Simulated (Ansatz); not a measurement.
# CH8O3Si2: one species, many methods

An exercise on one series of results from a longer session: the logs are not shown, and one member is left open.

The runs use Ansatz 0.2.0, Gaussian basis; functionals in def2-TZVPP, the program's frozen cores in correlated methods.

Plan: PBE-D4, r2SCAN-D4, PBE0-D4, B3LYP-D4, ωB97X-V, ωB97M-V, B2PLYP; CCSD(T)/def2-TZVPP; MP2/def2-QZVPP; extrapolation to the limit.

### Structure used throughout

An earlier PBE0-D4 in a triple-zeta def2 set relaxation fixed the geometry.

SMILES `C[SiH](O)[SiH](O)O`, 14 atoms, charge 0, spin multiplicity 1.

Atoms are counted from 1 here; the program's logs count them from 0.

Bond lengths: C1–Si2 1.869 Å, C1–H7 1.092 Å, C1–H8 1.094 Å, C1–H9 1.093 Å, Si2–O3 1.668 Å, Si2–Si4 2.348 Å, Si2–H10 1.493 Å, O3–H11 0.958 Å, Si4–O5 1.648 Å, Si4–O6 1.648 Å, Si4–H12 1.488 Å, O5–H13 0.959 Å, O6–H14 0.962 Å. Angles: Si2–C1–H7 111.2°, Si2–C1–H8 110.0°, Si2–C1–H9 111.4°, H7–C1–H8 108.1°, H7–C1–H9 108.3°, H8–C1–H9 107.7°, C1–Si2–O3 111.8°, C1–Si2–Si4 113.8°, C1–Si2–H10 108.2°, O3–Si2–Si4 99.3°, O3–Si2–H10 109.8°, Si4–Si2–H10 113.7°, Si2–O3–H11 118.3°, Si2–Si4–O5 106.8°, Si2–Si4–O6 106.0°, Si2–Si4–H12 117.0°, O5–Si4–O6 113.7°, O5–Si4–H12 109.2° and more.

The first run:

Input file in.yaml:

```yaml
crystal:
  periodic: [false, false, false]
  atoms:
    - {symbol: C, position_ang: [-0.681853, 2.068148, 0.029472]}
    - {symbol: Si, position_ang: [0.101870, 0.509793, 0.699263]}
    - {symbol: O, position_ang: [-0.971669, -0.378176, 1.617007]}
    - {symbol: Si, position_ang: [0.599640, -1.083568, -0.951944]}
    - {symbol: O, position_ang: [2.060800, -1.735586, -0.558670]}
    - {symbol: O, position_ang: [-0.639685, -2.170162, -0.921397]}
    - {symbol: H, position_ang: [-1.553129, 1.838632, -0.588278]}
    - {symbol: H, position_ang: [0.037405, 2.614084, -0.588271]}
    - {symbol: H, position_ang: [-0.998967, 2.734302, 0.836547]}
    - {symbol: H, position_ang: [1.277789, 0.899311, 1.532916]}
    - {symbol: H, position_ang: [-1.240648, -0.027426, 2.467024]}
    - {symbol: H, position_ang: [0.639761, -0.605552, -2.360838]}
    - {symbol: H, position_ang: [2.427569, -2.394528, -1.151086]}
    - {symbol: H, position_ang: [-1.058891, -2.269272, -0.061744]}
basis:
  gaussian: {orbitals: def2-TZVPP}
hamiltonian: {xc: pbe, dispersion: d4}
output: {forces: true, orbitals: {seedname: orbitals}}
```

On the command line:

```console
> ansatz run in.yaml --threads 2 --pin off --events-out ev --progress --plain --max-ram 22528MiB --backend cuda --devices 0, --max-vram 18GiB
```

Steps of the session up to this table: PBE-D4 (GGA); r2SCAN-D4 (meta-GGA); PBE0-D4 (hybrid); B3LYP-D4 (hybrid); ωB97X-V (range-separated); ωB97M-V (range-separated); B2PLYP (double hybrid); CCSD(T) in def2-TZVPP; MP2 in def2-QZVPP.

One of the session's tables, all rows but one given; the rest of the session is left out.

| method | atomisation energy (kJ/mol) |
| --- | --- |
| PBE-D4 | ? |
| r2SCAN-D4 | 5257.4 |
| PBE0-D4 | 5202.8 |
| B3LYP-D4 | 5233.1 |
| ωB97X-V | 5270.1 |
| ωB97M-V | 5265.4 |
| B2PLYP | 5187.9 |
| HF/def2-TZVPP | 3803.3 |
| MP2/def2-TZVPP | 5218.0 |
| CCSD/def2-TZVPP | 5052.6 |
| CCSD(T)/def2-TZVPP | 5123.7 |
| MP2/CBS | 5374.0 |
| CCSD(T)/CBS | 5279.6 |

Estimate the missing values for PBE-D4.

As computed: atomisation energy (kJ/mol): 5295.3. In the column «atomisation energy (kJ/mol)» it lies between CCSD(T)/CBS (5279.6) and MP2/CBS (5374.0).

To keep in mind: Free atoms (1 C, 2 Si, 3 O, 8 H) were run apart at each level; the atomisation energy is their sum less the molecule, without zero-point or spin-orbit terms.
